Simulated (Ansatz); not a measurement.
Working through a comparison of functionals at one structure of Te, space group Pmma

Computed with the Python package of Ansatz (0.2.0).

Typed at the interpreter:
```pycon
>>> import warnings
>>> import ansatz as az
>>> import numpy as np
>>> import pandas as pd
>>> warnings.simplefilter('ignore', az.DeckWarning)
>>> vectors = np.array([
...     [9.21401589, 0.0, 0.0],
...     [0.0, 3.15220164, 0.0],
...     [0.0, 0.0, 4.4566412],
... ])
>>> system = (
...     az.Lattice.of(vectors)
...     .atom('Te', (0.75, 0.5, 0.5206231))
...     .atom('Te', (0.25, 0.5, 0.4793769))
...     .atom('Te', (0.0, 0.5, 0.0))
...     .atom('Te', (0.5, 0.5, 0.0))
... )
>>> [site.symbol for site in system.resolved().sites]
['Te', 'Te', 'Te', 'Te']
>>> calc = (
...     system.calculation()
...     .basis(530)
...     .kpoints(spacing=0.29)
...     .mixing('broyden', ndim=4, beta=0.4)
...     .occupations(az.OccupationsMethod.COLD, width=0.01)
...     .scf(tolerance=1e-06)
...     .stress()
... )
>>> rows = []
>>> for value in ['blyp', 'pbesol', 'lda']:
...     report = calc.functional(value).run(threads=1, backend='cpu').report
...     rows.append((value, report['free_energy_ev'] / len(report['lattice']['sites']), report['n_iterations'], sum(report['stress_gpa'][i][i] for i in range(3)) / 3, report['n_kpoints']))
...
>>> table = pd.DataFrame(rows, columns=['functional', 'F/atom (eV)', 'iterations', 'P (GPa)', 'k-points'])
>>> table.round(5)
  functional  F/atom (eV)  iterations  P (GPa)  k-points
0       blyp  -6997.03048           7  5.01873        24
1     pbesol  -6901.46560           7 -1.79799        24
2        lda  -6827.14645           7 -2.75960        24
```

From lowest to highest: LDA (-2.8 GPa), PBEsol (-1.8 GPa) and BLYP (5.0 GPa). At a fixed cell a lower pressure usually means a smaller equilibrium volume, so LDA prefers the smallest cell and BLYP the largest.

BLYP can be off by several per cent in the lattices of metals, and by several GPa in the pressure at a fixed cell. The mesh is modest for a metal, so energies can be off by several to tens of meV an atom and pressures by half a GPa or more; differences at equal mesh fare better. The program warned that this SCF threshold is loose for forces or stresses. Pressure is positive in compression. This isn't the structure that Te takes at ambient conditions. Total energies of different functionals can't be compared; pressures, moments and gaps at this one structure can. The script silences the warnings on its input, which a real study should read. It ran for 20 s on 1 thread of Arm Neoverse V2 (shared host), peak memory 0.54 GiB.
